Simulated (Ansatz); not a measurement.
# CH5FO2Si2: up Jacob's ladder to CCSD(T)

An exercise on one series of results from a longer session: the logs are not shown, and one member is left open.

Computed with Ansatz 0.2.0, Gaussian basis. Level: functionals in def2-TZVPP, the program's frozen cores in correlated methods.

Plan: PBE-D4, r2SCAN-D4, PBE0-D4, B3LYP-D4, ωB97X-V, ωB97M-V, B2PLYP; CCSD(T)/def2-TZVPP; MP2/def2-QZVPP; extrapolation to the limit.

## Structure used throughout

The geometry comes from an earlier relaxation with PBE0-D4 in a triple-zeta def2 set; it is a stationary point, not always the lowest conformer.

SMILES `O=C(O[SiH3])[SiH2]F`, 11 atoms, charge 0, spin multiplicity 1.

Atoms are counted from 1 here; the program's logs count them from 0.

Bond lengths: O1–C2 1.207 Å, C2–O3 1.333 Å, C2–Si5 1.909 Å, O3–Si4 1.702 Å, Si4–H7 1.479 Å, Si4–H8 1.479 Å, Si4–H9 1.479 Å, Si5–F6 1.594 Å, Si5–H10 1.478 Å, Si5–H11 1.478 Å. Angles: O1–C2–O3 122.7°, O1–C2–Si5 119.1°, O3–C2–Si5 118.1°, C2–O3–Si4 118.0°, O3–Si4–H7 110.1°, O3–Si4–H8 102.8°, O3–Si4–H9 110.1°, H7–Si4–H8 110.9°, H7–Si4–H9 111.7°, H8–Si4–H9 110.9°, C2–Si5–F6 111.3°, C2–Si5–H10 107.5°, C2–Si5–H11 107.5°, F6–Si5–H10 109.2°, F6–Si5–H11 109.2°, H10–Si5–H11 112.2°.

Set-up of the first run:

The input, in.yaml:

```yaml
crystal:
  periodic: [false, false, false]
  atoms:
    - {symbol: O, position_ang: [-1.178276, 0.209473, -0.973129]}
    - {symbol: C, position_ang: [-0.210908, 0.383834, -0.272429]}
    - {symbol: O, position_ang: [0.352044, -0.595957, 0.435505]}
    - {symbol: Si, position_ang: [-0.333381, -2.150515, 0.336176]}
    - {symbol: Si, position_ang: [0.557700, 2.128491, -0.165382]}
    - {symbol: F, position_ang: [1.810992, 2.148607, 0.819185]}
    - {symbol: H, position_ang: [-1.724341, -2.126623, 0.838141]}
    - {symbol: H, position_ang: [0.535460, -2.948337, 1.227771]}
    - {symbol: H, position_ang: [-0.263374, -2.650160, -1.054055]}
    - {symbol: H, position_ang: [-0.482547, 3.041504, 0.353448]}
    - {symbol: H, position_ang: [1.001931, 2.502782, -1.524731]}
basis:
  gaussian: {orbitals: def2-TZVPP}
hamiltonian: {xc: pbe, dispersion: d4}
output: {forces: true, orbitals: {seedname: orbitals}}
```

On the command line:

```bash
> ansatz run in.yaml --threads 4 --pin off --events-out ev --progress --plain --max-ram 10444MiB
```

Steps of the session up to this table: PBE-D4 (GGA); r2SCAN-D4 (meta-GGA); PBE0-D4 (hybrid); B3LYP-D4 (hybrid); ωB97X-V (range-separated); ωB97M-V (range-separated); B2PLYP (double hybrid); CCSD(T) in def2-TZVPP; MP2 in def2-QZVPP.

One table of the session follows, with a row left open; its other results are not shown here.

| method | atomisation energy (kJ/mol) |
| --- | --- |
| PBE-D4 | 4220.8 |
| r2SCAN-D4 | 4169.5 |
| PBE0-D4 | 4115.1 |
| B3LYP-D4 | ? |
| ωB97X-V | 4182.3 |
| ωB97M-V | 4169.2 |
| B2PLYP | 4113.3 |
| HF/def2-TZVPP | 2976.5 |
| MP2/def2-TZVPP | 4151.0 |
| CCSD/def2-TZVPP | 3972.8 |
| CCSD(T)/def2-TZVPP | 4044.1 |
| MP2/CBS | 4275.3 |
| CCSD(T)/CBS | 4168.5 |

Q: Estimate the row for B3LYP-D4 from the others.

As computed: atomisation energy (kJ/mol): 4144.6. In the column «atomisation energy (kJ/mol)» it lies between PBE0-D4 (4115.1) and MP2/def2-TZVPP (4151.0).

To keep in mind: Free atoms (2 O, 1 C, 2 Si, 1 F, 5 H) were run apart at each level; the atomisation energy is their sum less the molecule, without zero-point or spin-orbit terms.
